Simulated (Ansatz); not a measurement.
# C4H7Br: basis-set convergence

The task here is to estimate one member of a computed series from the others.

The runs use Ansatz 0.2.0, Gaussian basis; one geometry, several basis sets.

The runs, in order: PBE0-D4/def2-SVP; ωB97M-V/def2-SVP; PBE0-D4/def2-QZVPP; ωB97M-V/def2-QZVPP; the functionals' def2-TZVPP values are taken from earlier runs.

## Structure used throughout

All runs share one geometry, relaxed beforehand with PBE0-D4 in a triple-zeta def2 set.

SMILES `CC(C)=CBr`, 12 atoms, charge 0, spin multiplicity 1.

Atoms are counted from 1 here; the program's logs count them from 0.

Bond lengths: C1–C2 1.490 Å, C1–H6 1.095 Å, C1–H7 1.089 Å, C1–H8 1.095 Å, C2–C3 1.498 Å, C2–C4 1.328 Å, C3–H9 1.095 Å, C3–H10 1.090 Å, C3–H11 1.095 Å, C4–Br5 1.885 Å, C4–H12 1.081 Å. Angles: C2–C1–H6 110.2°, C2–C1–H7 112.3°, C2–C1–H8 110.2°, H6–C1–H7 108.6°, H6–C1–H8 106.7°, H7–C1–H8 108.6°, C1–C2–C3 116.1°, C1–C2–C4 125.0°, C3–C2–C4 119.0°, C2–C3–H9 110.5°, C2–C3–H10 112.2°, C2–C3–H11 110.5°, H9–C3–H10 108.4°, H9–C3–H11 106.8°, H10–C3–H11 108.4°, C2–C4–Br5 125.1°, C2–C4–H12 122.9°, Br5–C4–H12 112.0°.

Set-up of the first run:

Input file in.yaml:

```yaml
crystal:
  periodic: [false, false, false]
  atoms:
    - {symbol: C, position_ang: [-1.368487, -0.191603, 0.008098]}
    - {symbol: C, position_ang: [0.088559, 0.102659, -0.095045]}
    - {symbol: C, position_ang: [0.983681, -0.678940, 0.816645]}
    - {symbol: C, position_ang: [0.629402, 0.990052, -0.921300]}
    - {symbol: Br, position_ang: [-0.329688, 2.064512, -2.137768]}
    - {symbol: H, position_ang: [-1.721179, -0.001921, 1.026973]}
    - {symbol: H, position_ang: [-1.960840, 0.406716, -0.681941]}
    - {symbol: H, position_ang: [-1.555771, -1.250446, -0.197352]}
    - {symbol: H, position_ang: [0.709489, -0.507016, 1.862484]}
    - {symbol: H, position_ang: [2.033627, -0.413519, 0.688824]}
    - {symbol: H, position_ang: [0.874644, -1.752592, 0.632581]}
    - {symbol: H, position_ang: [1.693462, 1.176997, -0.968098]}
basis:
  gaussian: {orbitals: def2-SVP}
hamiltonian: {xc: pbe0, dispersion: d4}
output: {orbitals: {seedname: orbitals}}
```

Launch:

```sh
$ ansatz run in.yaml --threads 4 --pin off --events-out ev --progress --plain --max-ram 10444MiB
```

Steps of the session up to this table: PBE0-D4 in def2-SVP; ωB97M-V in def2-SVP; PBE0-D4 in def2-QZVPP; ωB97M-V in def2-QZVPP.

One of the session's tables, all rows but one given; the rest of the session is left out.

It belongs to the step «Functionals by basis». 

```
functional       basis  HOMO (eV)  LUMO (eV)
   PBE0-D4    def2-SVP      -6.73       0.32
   PBE0-D4  def2-TZVPP      -6.82       0.15
   PBE0-D4  def2-QZVPP          ?          ?
   ωB97M-V    def2-SVP      -8.87       2.48
   ωB97M-V  def2-TZVPP      -8.96       2.22
   ωB97M-V  def2-QZVPP      -8.98       1.67
```

Estimate the missing values for PBE0-D4, def2-QZVPP.

The run gave: HOMO (eV): -6.83; LUMO (eV): 0.09. In the column «HOMO (eV)» it lies between ωB97M-V, def2-SVP (-8.87) and PBE0-D4, def2-TZVPP (-6.82).
